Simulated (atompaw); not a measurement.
# Ba: generating and testing a PAW (atompaw) potential

Do these settings give a usable potential? It is generated, then checked for scattering, ghosts and hardness.

Program: atompaw 4.2.0.5. Reference atom: PBE, scalar-relativistic, spherical and spin-unpolarised. All values are calculated.

### 1 Starting point

Typed settings, in words:

* element: barium (Ba, Z = 56)
* type: PAW
* frozen core: [Kr] 4d10 5s2
* valence charge: 8
* reference configuration: 5p6 5d0 6s1 6p1
* partial waves: 6s (bound): rc 3.00 bohr; 6s channel at 1.1 Ry: rc 3.00 bohr; 5p (bound): rc 2.90 bohr; 6p (bound): rc 3.00 bohr; 5d (bound, empty): rc 3.00 bohr; 5d channel at 3.35 Ry: rc 3.00 bohr; 4f channel at 0.25 Ry: rc 3.00 bohr
* local potential: troulliermartins scheme with l = 4 at 0 Ry, radius 2.50 bohr
* core correction: smooth core density matched at 2.95 bohr
* augmentation charge: sinc compensation charge, radius 2.80 bohr; PAW radius 3.00 bohr; waves and projectors: custom polynom2 7 10 vanderbiltortho

The nodes and maxima of the atom's own shells, from an earlier all-electron run, set the scale for the radii.

All-electron outer shells of the reference configuration (PBE, scalar-relativistic, ld1.x):

```csv
shell,level (eV),outermost node (bohr),outermost maximum (bohr)
4d,-90.85,0.32,0.70
5s,-34.83,0.80,1.47
5p,-19.86,0.86,1.67
6s,-3.81,1.96,4.10
5d,-2.83,1.00,2.43
6p,-1.74,2.35,5.34
```

### 2 Generating the potential

File Ba.input:

```
Ba 56
GGA-PBE scalarrelativistic loggrid 2001 logderivrange -3 5 201
6 6 5 0 0 0
6 0 1
6 1 1
5 2 0
0 0 0
c
c
c
c
c
v
c
c
c
v
v
c
c
v
3
3.00 2.80 2.50 2.95
y
1.1
n
n
y
3.35
n
y
0.25
n
custom polynom2 7 10 vanderbiltortho sinc
4 0 troulliermartins
3.00
3.00
2.90
3.00
3.00
3.00
3.00
PWSCFOUT
UPFDX 0.0125d0 UPFXMIN -7.d0 UPFZMESH 56.d0
END
```

The run is started by

```sh
$ atompaw < Ba.input > Ba.log
```

**Question.** What will these runs give? Wanted: cutoffs for 10 and 1 mRy, occupied levels; bound ghosts; largest phase difference near zero energy, channels read; lowest eigenvalue of the overlap; share of valence orbitals outside the PAW sphere; UPF file.

The runs gave:

| quantity | value |
| --- | --- |
| cutoffs for 10 and 1 mRy, occupied levels | 21 Ry and 45 Ry |
| bound ghosts | s at -45.03 eV |
| largest phase difference near zero energy, channels read | 0.024 rad |
| lowest eigenvalue of the overlap (Bessel basis) | 0.393 (s) |
| share of valence orbitals outside the PAW sphere | 6s 88 %, 5p 7 %, 6p 96 %, 5d 52 % |
| UPF file | written |

What this shows: It has a bound ghost (s), a state that the atom doesn't have, and that rules the file out. By its cutoff, 21 Ry for the looser tolerance, it is soft on the atom at that tolerance. The slowest occupied level is 5p: taken alone it needs 25 Ry to come within 1 mRy, against 10 Ry for 6p. Near zero energy the phases of the channels with partial waves that could be evaluated agree within 0.024 rad. These are tests on the free atom; a crystal test is still owed.
